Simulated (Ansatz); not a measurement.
# SnNH2F (SMILES [NH2][Sn][F]): r2SCAN0/def2-SVP (core potential)

What is the energy change on altering one bond length of SnNH2F at r2SCAN0/def2-SVP (core potential)? 

The calculation is run with Ansatz 0.2.0.

69 further runs of the same task are left out: 69 set aside as unsound or not needed.

### 1 The system as given

SnNH2F has 5 atoms, charge 0, and is taken as a singlet. SMILES: `[NH2][Sn][F]`. The shape is that of a PBE0-D4/def2-TZVP optimisation. This is one conformer, not always the lowest.

Bond lengths: N1–Sn2 2.003 Å, Sn2–F3 1.951 Å, N1–H4 1.008 Å, N1–H5 1.010 Å. Angles: N1–Sn2–F3 92.0°, Sn2–N1–H4 126.2°, Sn2–N1–H5 121.8°, H4–N1–H5 112.0°.

### 2 The energy at r2SCAN0/def2-SVP (core potential)

The input, in.yaml:

```yaml
crystal:
  periodic: [false, false, false]
  atoms:
    - {symbol: "N", position_ang: [-0.302900, 0.495500, -0.393300]}
    - {symbol: Sn, position_ang: [0.338900, -0.053700, 1.423200]}
    - {symbol: F, position_ang: [0.966900, -1.775900, 0.754300]}
    - {symbol: H, position_ang: [-0.746800, 1.369300, -0.629100]}
    - {symbol: H, position_ang: [-0.206200, -0.108900, -1.196600]}
basis:
  gaussian:
    orbitals: def2-SVP
total_charge: 0
hamiltonian:
  xc: {name: r2SCAN0}
accuracy: high
output: {orbitals: {seedname: orbitals}}
```

Run with:

```console
ansatz run in.yaml --threads 1 --pin off --max-ram 3480MiB --events-out events.jsonl --progress --plain --runs-dir runs
```

What it wrote:

```text
Warning: RAYON_NUM_THREADS=1 ignored (pool sized by the plan → 1); use --threads N
Functional definition: r2SCAN0
  name "r2SCAN0"
  parameter a = 0.25
  parameter k0 = 0.174
  parameter k1 = 0.065
  parameter a1 = 4.9479
  exchange = (1 - a)*r2scan_x(k0 = k0, k1 = k1, a1 = a1) + a*exact_x
  correlation = r2scan_c
1479 factors; integrals over basis functions are off by at most 3.2e-9 eV
mean field evaluation 1: about -10059.8093 eV, gradient 6.2e1 eV
mean field evaluation 2: about -10030.5865 eV, gradient 1.2e2 eV
mean field evaluation 4: about -10067.2652 eV, gradient 1.1e1 eV
mean field evaluation 8: about -10067.5598 eV, gradient 3.4e-1 eV
mean field evaluation 16: about -10067.5601 eV, gradient 1.2e-4 eV
mean field -10067.56007867 eV, -369.9760088539 hartree, gradient 9.0e-8 eV, S^2 0.000000; 0 other end points of the search recorded, 0 dependent functions left out
reference -10067.56007922 eV, -369.9760088741 hartree; 20, 20 occupied and 44, 44 virtual orbitals, 1479 factors
Total energy: -10067.56007922 eV, -369.9760088741 hartree
```

Run time: 9.9 s. Hardware: 1 thread of Arm Neoverse V1, shared host; peak memory 0.23 GiB.

### 3 The distorted shape at the same level

The input, input.yaml:

```yaml
crystal:
  periodic: [false, false, false]
  atoms:
    - {symbol: N, position_ang: [0.052220, -0.203541, -0.204660]}
    - {symbol: Sn, position_ang: [0.694020, -0.752741, 1.611840]}
    - {symbol: F, position_ang: [1.322020, -2.474941, 0.942940]}
    - {symbol: H, position_ang: [-0.746800, 1.369300, -0.629100]}
    - {symbol: H, position_ang: [0.148920, -0.807941, -1.007960]}
basis:
  gaussian:
    orbitals: def2-SVP
hamiltonian:
  xc: {name: r2SCAN0}
accuracy: high
output: {orbitals: {seedname: orbitals}}
```

Run with:

```console
ansatz run input.yaml --threads 1 --pin off --max-ram 3480MiB --events-out events.jsonl --progress --plain --runs-dir runs
```

What it wrote:

```text
Warning: RAYON_NUM_THREADS=1 ignored (pool sized by the plan → 1); use --threads N
Functional definition: r2SCAN0
  name "r2SCAN0"
  parameter a = 0.25
  parameter k0 = 0.174
  parameter k1 = 0.065
  parameter a1 = 4.9479
  exchange = (1 - a)*r2scan_x(k0 = k0, k1 = k1, a1 = a1) + a*exact_x
  correlation = r2scan_c
1480 factors; integrals over basis functions are off by at most 3.6e-9 eV
mean field evaluation 1: about -10053.2638 eV, gradient 6.6e1 eV
mean field evaluation 2: about -10002.3906 eV, gradient 1.3e2 eV
mean field evaluation 4: about -10062.9577 eV, gradient 1.6e1 eV
mean field evaluation 8: about -10063.4809 eV, gradient 8.6e-1 eV
mean field evaluation 16: about -10063.4833 eV, gradient 3.1e-4 eV
mean field -10063.48333383 eV, -369.8261912441 hartree, gradient 9.0e-8 eV, S^2 0.000000; 0 other end points of the search recorded, 0 dependent functions left out
reference -10063.48333440 eV, -369.8261912652 hartree; 20, 20 occupied and 44, 44 virtual orbitals, 1480 factors
Total energy: -10063.48333440 eV, -369.8261912652 hartree
```

It took 9.9 s on 1 thread of Arm Neoverse V1, shared host; peak memory 0.23 GiB.

### 4 Outcome

At r2SCAN0/def2-SVP (core potential):

| quantity | value |
| --- | --- |
| first shape: total energy | -369.97601 Eh |
| first shape: HOMO energy | -7.64 eV |
| first shape: LUMO energy | -1.63 eV |
| first shape: HOMO–LUMO gap | 6.00 eV |
| distorted shape: total energy | -369.82619 Eh |
| distorted shape: HOMO energy | -7.54 eV |
| distorted shape: LUMO energy | -2.84 eV |
| distorted shape: HOMO–LUMO gap | 4.71 eV |
| energy change with the N1–H4 bond stretched from 1.008 to 1.815 Å | 4.077 eV |

With the N1–H4 bond stretched from 1.008 to 1.815 Å the energy rises by 4.08 eV (393 kJ/mol). The first shape isn't relaxed at this level, so the change isn't measured from a minimum. A restricted reference can't describe the breaking bond well at this length.
